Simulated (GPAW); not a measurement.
# Ti3Ag (Pm-3m) in GPAW: reference runs

Reference runs on Ti3Ag: the cell as given and a disturbed copy.

Everything below comes from runs of GPAW 26.7.0. Logs are shortened: lines on timing, memory, paths and dates and some standing lists are left out, and cuts for length are marked. The log counts tension as positive stress, the text compression.

## 1. Starting point

The structure is cubic, space group Pm-3m (No. 221). Conventional cell: a = 4.099 Å, b = 4.099 Å, c = 4.099 Å, α = 90.00°, β = 90.00°, γ = 90.00°. Ag (site symmetry m-3m) has 12 Ti at 2.90 Å as nearest neighbours. Ti (site symmetry 4/mmm) has 4 Ag at 2.90 Å and 8 Ti at 2.90 Å as nearest neighbours.

The cell comes from a database or a generator and needn't be the stable form of this composition.

## 2. Single point, PBEsol

run.py reads:

```python
from ase import Atoms
from ase.dft.bandgap import bandgap
from ase.io import write
from ase.units import GPa
from gpaw import GPAW, PW, setup_paths

setup_paths.insert(0, '.')

atoms = Atoms(['Ag', 'Ti', 'Ti', 'Ti'],
              cell=[[4.098807, 0.0, 0.0],
                    [0.0, 4.098807, 0.0],
                    [0.0, 0.0, 4.098807]],
              scaled_positions=[[0.0, 0.0, 0.0],
                                [0.0, 0.5, 0.5],
                                [0.5, 0.0, 0.5],
                                [0.5, 0.5, 0.0]],
              pbc=True)

calc = GPAW(mode=PW(600),
            xc='PBEsol',
            kpts={'size': (7, 7, 7), 'gamma': True},
            occupations={'name': 'fermi-dirac', 'width': 0.05},
            nbands=48,
            convergence={'density': 1e-05, 'energy': 1e-05},
            maxiter=150,
            txt='gpaw.txt')
atoms.calc = calc
energy = atoms.get_potential_energy()
forces = atoms.get_forces()
stress = atoms.get_stress()
calc.write('gs.gpw')
write('result.traj', atoms)
print(f'Energy: {energy:.6f} eV')
print('Forces (eV/A):')
print(forces.round(4))
print('Stress (GPa):', (stress / GPa).round(3))
print('Fermi level:', round(calc.get_fermi_level(), 4), 'eV')
print(f'Gap: {bandgap(calc)[0]:.4f} eV, direct: {bandgap(calc, direct=True)[0]:.4f} eV')
```

Potentials or basis: PAW data sets generated in the run's folder for this functional, pw.

Started as:

```console
> gpaw-setup -f PBEsol Ag Ti
> OMP_NUM_THREADS=1 python run.py
```

gpaw.txt:

```text
__  _  _
 | _ |_)|_||  |
 |__||  | ||/\| - 26.7.0

Input parameters:
  mode=PW(ecut=600.0),
  convergence={'density': 1e-05, 'energy': 1e-05},
  kpts=MonkhorstPack(size=(7, 7, 7), gamma=True),
  maxiter=150,
  nbands=48,
  occupations=Occupations(name='fermi-dirac', width=0.05),
  xc=XC(name='PBEsol')

Diagonalizing LCAO Hamiltonian
Converting LCAO to pw mode
    .---------.
   /|         |
  / |         |
 *  |         |
 | Ti         |
 |  .-Ti------.
 | /    Ti   /
 |/         /
 Ag--------*

Atoms  # Å, Bohr magnetons
|   | symbol |        x |        y |        z |    initial magnetic moments |
|---|--------|----------|----------|----------|-----------------------------|
| 0 |     Ag | 0.000000 | 0.000000 | 0.000000 | ( 0.0000,  0.0000,  0.0000) |
| 1 |     Ti | 0.000000 | 2.049403 | 2.049403 | ( 0.0000,  0.0000,  0.0000) |
| 2 |     Ti | 2.049403 | 0.000000 | 2.049403 | ( 0.0000,  0.0000,  0.0000) |
| 3 |     Ti | 2.049403 | 2.049403 | 0.000000 | ( 0.0000,  0.0000,  0.0000) |

Unit cell  # Å
| periodic |        x |        y |        z |  lengths |    angles |
|----------|----------|----------|----------|----------|-----------|
|      yes | 4.098807 | 0.000000 | 0.000000 | 4.098807 | 90.000000 |
|      yes | 0.000000 | 4.098807 | 0.000000 | 4.098807 | 90.000000 |
|      yes | 0.000000 | 0.000000 | 4.098807 | 4.098807 | 90.000000 |

Number of symmetries: 48
Symmetry operations  # r_c * U_cc + t_c -> r_c
|    | kind |            matrix            |
|----|------|------------------------------|
|  0 |  E   |  1, 0, 0,  0, 1, 0,  0, 0, 1 |
|  1 |  σ   |  1, 0, 0,  0, 1, 0,  0, 0,-1 |
|  2 |  σ   |  1, 0, 0,  0, 0, 1,  0, 1, 0 |
|  3 |  C4  |  1, 0, 0,  0, 0, 1,  0,-1, 0 |
|  4 |  C4  |  1, 0, 0,  0, 0,-1,  0, 1, 0 |
|  5 |  σ   |  1, 0, 0,  0, 0,-1,  0,-1, 0 |
|  6 |  σ   |  1, 0, 0,  0,-1, 0,  0, 0, 1 |
|  7 |  C2  |  1, 0, 0,  0,-1, 0,  0, 0,-1 |
|  8 |  σ   |  0, 1, 0,  1, 0, 0,  0, 0, 1 |
|  9 |  C2  |  0, 1, 0,  1, 0, 0,  0, 0,-1 |
| 10 |  C3  |  0, 1, 0,  0, 0, 1,  1, 0, 0 |
| 11 |  S6  |  0, 1, 0,  0, 0, 1, -1, 0, 0 |
| 12 |  S6  |  0, 1, 0,  0, 0,-1,  1, 0, 0 |
| 13 |  C3  |  0, 1, 0,  0, 0,-1, -1, 0, 0 |
| 14 |  C4  |  0, 1, 0, -1, 0, 0,  0, 0, 1 |
| 15 |  S4  |  0, 1, 0, -1, 0, 0,  0, 0,-1 |
| 16 |  C3  |  0, 0, 1,  1, 0, 0,  0, 1, 0 |
| 17 |  S6  |  0, 0, 1,  1, 0, 0,  0,-1, 0 |
| 18 |  σ   |  0, 0, 1,  0, 1, 0,  1, 0, 0 |
| 19 |  C4  |  0, 0, 1,  0, 1, 0, -1, 0, 0 |
| 20 |  C2  |  0, 0, 1,  0,-1, 0,  1, 0, 0 |
| 21 |  S4  |  0, 0, 1,  0,-1, 0, -1, 0, 0 |
| 22 |  S6  |  0, 0, 1, -1, 0, 0,  0, 1, 0 |
| 23 |  C3  |  0, 0, 1, -1, 0, 0,  0,-1, 0 |
| 24 |  S6  |  0, 0,-1,  1, 0, 0,  0, 1, 0 |
| 25 |  C3  |  0, 0,-1,  1, 0, 0,  0,-1, 0 |
| 26 |  C4  |  0, 0,-1,  0, 1, 0,  1, 0, 0 |
| 27 |  σ   |  0, 0,-1,  0, 1, 0, -1, 0, 0 |
| 28 |  S4  |  0, 0,-1,  0,-1, 0,  1, 0, 0 |
| 29 |  C2  |  0, 0,-1,  0,-1, 0, -1, 0, 0 |
| 30 |  C3  |  0, 0,-1, -1, 0, 0,  0, 1, 0 |
| 31 |  S6  |  0, 0,-1, -1, 0, 0,  0,-1, 0 |
| 32 |  C4  |  0,-1, 0,  1, 0, 0,  0, 0, 1 |
| 33 |  S4  |  0,-1, 0,  1, 0, 0,  0, 0,-1 |
| 34 |  S6  |  0,-1, 0,  0, 0, 1,  1, 0, 0 |
| 35 |  C3  |  0,-1, 0,  0, 0, 1, -1, 0, 0 |
| 36 |  C3  |  0,-1, 0,  0, 0,-1,  1, 0, 0 |
| 37 |  S6  |  0,-1, 0,  0, 0,-1, -1, 0, 0 |
| 38 |  σ   |  0,-1, 0, -1, 0, 0,  0, 0, 1 |
| 39 |  C2  |  0,-1, 0, -1, 0, 0,  0, 0,-1 |
| 40 |  σ   | -1, 0, 0,  0, 1, 0,  0, 0, 1 |
| 41 |  C2  | -1, 0, 0,  0, 1, 0,  0, 0,-1 |
| 42 |  C2  | -1, 0, 0,  0, 0, 1,  0, 1, 0 |
| 43 |  S4  | -1, 0, 0,  0, 0, 1,  0,-1, 0 |
| 44 |  S4  | -1, 0, 0,  0, 0,-1,  0, 1, 0 |
| 45 |  C2  | -1, 0, 0,  0, 0,-1,  0,-1, 0 |
| 46 |  C2  | -1, 0, 0,  0,-1, 0,  0, 0, 1 |
| 47 |  i   | -1, 0, 0,  0,-1, 0,  0, 0,-1 |

BZ-sampling:
  Number of BZ points: 343
  Number of IBZ points: 20

  Monkhorst-Pack size: [7, 7, 7]
  Monkhorst-Pack shift: [0, 0, 0]

K-points  # in reciprocal-cell coordinates
|     |                                coordinates |     weight |
|-----|--------------------------------------------|------------|
|   0 | (  0.00000000,   0.00000000,   0.00000000) | 0.00291545 |
|   1 | (  0.14285714,   0.00000000,   0.00000000) | 0.01749271 |
|   2 | (  0.14285714,   0.14285714,   0.00000000) | 0.03498542 |
|   3 | (  0.14285714,   0.14285714,   0.14285714) | 0.02332362 |
|   4 | (  0.28571429,   0.00000000,   0.00000000) | 0.01749271 |
|   5 | (  0.28571429,   0.14285714,   0.00000000) | 0.06997085 |
|   6 | (  0.28571429,   0.14285714,   0.14285714) | 0.06997085 |
|   7 | (  0.28571429,   0.28571429,   0.00000000) | 0.03498542 |
|   8 | (  0.28571429,   0.28571429,   0.14285714) | 0.06997085 |
|   9 | (  0.28571429,   0.28571429,   0.28571429) | 0.02332362 |
| ... |                                            |            |
|  19 | (  0.42857143,   0.42857143,   0.42857143) | 0.02332362 |

Plane wave coefficients: 2325
Cutoff: 600.0 eV

Spin-components: 1 (collinear spins)
Bands:           48
Projectors:      24
Spin-degeneracy: 2
Datatype:        complex128

Parallelization:
  kpt:    1
  domain: 1
  band:   1

Density:
  Valence electrons: 53.0
  Components: 1
  Grid points: [24 24 24]
  Charge: 0.0  # |e|

Potential:
  Grid points: [24 24 24]

species:
  Ag:
    name:    Silver
    Z:       47.0
    valence: 17
    core:    30
    charge:  0.0  # [|e|]
    compensation charges:
      type: gauss
      rc: 0.40  # [Å]
      lmax: 2
    cutoffs:
      filter: 2.35  # [Å]
      core: 2.19  # [Å]
    projectors
    | kind |    occ | energy [eV] | rcut [Å] |
    |------|--------|-------------|----------|
    |   5s |  1.000 |      -4.417 |    1.286 |
    |   4p |  6.000 |     -58.524 |    1.328 |
    |   5p |  0.000 |      -0.670 |    1.328 |
    |   4d | 10.000 |      -7.455 |    1.180 |
    |    s |        |      22.795 |    1.286 |
    |    d |        |      19.756 |    1.180 |

    Using partial waves for Ag as LCAO basis

  Ti:
    name:    Titanium
    Z:       22.0
    valence: 12
    core:    10
    charge:  0.0  # [|e|]
    compensation charges:
      type: gauss
      rc: 0.38  # [Å]
      lmax: 2
    cutoffs:
      filter: 2.23  # [Å]
      core: 1.02  # [Å]
    projectors
    | kind |    occ | energy [eV] | rcut [Å] |
    |------|--------|-------------|----------|
    |   3s |  2.000 |     -62.441 |    1.270 |
    |   4s |  2.000 |      -4.477 |    1.270 |
    |   3p |  6.000 |     -38.776 |    1.058 |
    |   4p |  0.000 |      -1.449 |    1.058 |
    |   3d |  2.000 |      -4.275 |    1.058 |
    |    d |        |      22.937 |    1.058 |

    Using partial waves for Ti as LCAO basis

Reference energy: -214122.210520  # eV

eigensolver:
  PPCG
  Converge bands: occupied
  niter=2

density mixing:
  MSR1-Mixer
  Pratt-step length: 0.05
  Maximum mixing coefficient: 0.75
  Old densities: 10
  SVD Regularization: 0.005
  Good broyden scale: 1.0
  Trust region scale: 1.0
  Backstep threshold: 4.0
  History deletion threshold: 6.0
  Fourier metric: weight=20.0, sigma=0.015

occupation numbers:
  Fermi-Dirac:
    width: 0.0500  # eV

poisson solver:
  ecut: 4800.0  # eV

xc functional:
  name: PBEsol with 2 nearest neighbor stencil

convergence criteria:
- Maximum integral of absolute [dens]ity change: 1e-05 electrons / valence electron
- Maximum [total energy] change in last 3 cyles: 1e-05 eV / valence electron
- Maximum integral of absolute [eigenst]ate change: 4e-08 eV^2 / valence electron
maximum number of iterations: 150

SCF iterations
|iter     | |      energy | eigst |  dens |
|---------|-|-------------|-------|-------|
|iter:   1| |  -27.858077 | +0.04 |       |
|iter:   2| |  -26.436723 | -1.97 | -1.11 |
|iter:   3| |  -24.905322 | -1.58 | -1.18 |
|iter:   4| |  -24.690274 | -2.07 | -1.54 |
|iter:   5| |  -24.681917 | -3.63 | -1.99 |
|iter:   6| |  -24.679037 | -3.46 | -2.20 |
|iter:   7| |  -24.679109 | -4.70 | -3.06 |
|iter:   8| |  -24.679107c| -5.79 | -3.60 |
|iter:   9| |  -24.679111c| -6.43 | -4.09 |
|iter:  10| |  -24.679111c| -7.20 | -4.61 |
|iter:  11| |  -24.679111c| -7.95c| -5.26c|

Converged in 11 steps
Energy contributions relative to reference atoms: (reference = -214122.210520)

Energy contributions:
  Kinetic:           0.228817
  Coulomb:          -2.931057
  Zero:              0.339599
  External:          0.000000
  Xc:              -22.283763
  Entropy:          -0.065416
  Spinorbit:         0.000000
  ----------------------------
  Free energy:     -24.711819
  Extrapolated:    -24.679111

dipole moment: (-26.210469, -26.210469, -26.210469)  # |e|*Ang

Fermi level: 8.332
Eigenvalues  # (at kpt = [0.000, 0.000, 0.000])
| band index |      eig [eV] | occ [0-2] |
|------------|---------------|-----------|
|          0 |       -48.168 |     2.000 |
|        ... |               |           |
|         19 |         3.224 |     2.000 |
|         20 |         3.224 |     2.000 |
|         21 |         5.542 |     2.000 |
|         22 |         7.826 |     2.000 |
|         23 |         7.826 |     2.000 |
|         24 |         7.826 |     2.000 |
[... 8 lines left out ...]
|         33 |        11.328 |     0.000 |
|         34 |        11.328 |     0.000 |
|        ... |               |           |
|         47 |        20.294 |     0.000 |

No gap
No difference between direct/indirect transitions

Forces  # eV/Ang
|       x |       y |       z |
|---------|---------|---------|
| 0.00000 | 0.00000 | 0.00000 |  # Ag   0
| 0.00000 | 0.00000 | 0.00000 |  # Ti   1
| 0.00000 | 0.00000 | 0.00000 |  # Ti   2
| 0.00000 | 0.00000 | 0.00000 |  # Ti   3

Stress tensor  # eV/Ang^3
|        x |        y |        z |
|----------|----------|----------|
| 0.034656 | 0.000000 | 0.000000 |
| 0.000000 | 0.034656 | 0.000000 |
| 0.000000 | 0.000000 | 0.034656 |

# Writing to gs.gpw (mode='')
```

Wall time 42 s (1 thread of Arm Neoverse V2, shared host); peak memory 0.21 GiB.

What came out:

```
Free energy            : -24.7118 eV
Pressure               : -5.6 GPa
Band gap on the k mesh : none (metal or under the smearing width)
```

Levels at points of the mesh, in eV from the Fermi level:
| k point | band 24 | band 25 | band 26 | band 27 | band 28 | band 29 |
| --- | --- | --- | --- | --- | --- | --- |
| (0.00, 0.00, 0.00) | -0.51 | -0.51 | -0.05 | -0.05 | 2.28 | 2.28 |

## 3. Single point, PBEsol (atoms moved at random, drawn with an rms of 0.05 Å)

run.py: that of step 2 with these lines changed.

```diff
@@ -12,6 +12,6 @@
                     [0.0, 0.0, 4.098807]],
-              scaled_positions=[[0.0, 0.0, 0.0],
-                                [0.0, 0.5, 0.5],
-                                [0.5, 0.0, 0.5],
-                                [0.5, 0.5, 0.0]],
+              scaled_positions=[[-0.006517, 0.000767, 0.003462],
+                                [0.012769, 0.507025, 0.497021],
+                                [0.50811, 0.003615, 0.495176],
+                                [0.488281, 0.490629, -0.003753]],
               pbc=True)
```

Potentials or basis: PAW data sets generated in the run's folder for this functional, pw.

Started as:

```console
> gpaw-setup -f PBEsol Ag Ti
> OMP_NUM_THREADS=1 python run.py
```

Wall time 6.7 min (1 thread of Arm Neoverse V2, shared host); peak memory 0.55 GiB.

The run converged. Its results:

- Free energy: -24.6855 eV
- Pressure: -5.4 GPa
- Largest force: 0.340 eV/Å
- Band gap on the k mesh: none (metal or under the smearing width)

Forces in eV/Å, atoms in the order of the input:
```
Ag   0.128 -0.040 -0.175
Ti  -0.322 -0.069  0.068
Ti  -0.073 -0.101  0.101
Ti   0.267  0.211  0.006
```

Stress tensor (GPa, compression positive):
```
-5.40 -0.09  0.00
-0.09 -5.51 -0.02
 0.00 -0.02 -5.29
```

Levels at points of the mesh, in eV from the Fermi level:
| k point | band 23 | band 24 | band 25 | band 26 | band 27 | band 28 | band 29 | band 30 | band 31 | band 32 |
| --- | --- | --- | --- | --- | --- | --- | --- | --- | --- | --- |
| (0.00, 0.00, 0.00) | -0.51 | -0.51 | -0.50 | -0.06 | -0.05 | 2.26 | 2.27 | 2.28 | 2.35 | 2.40 |
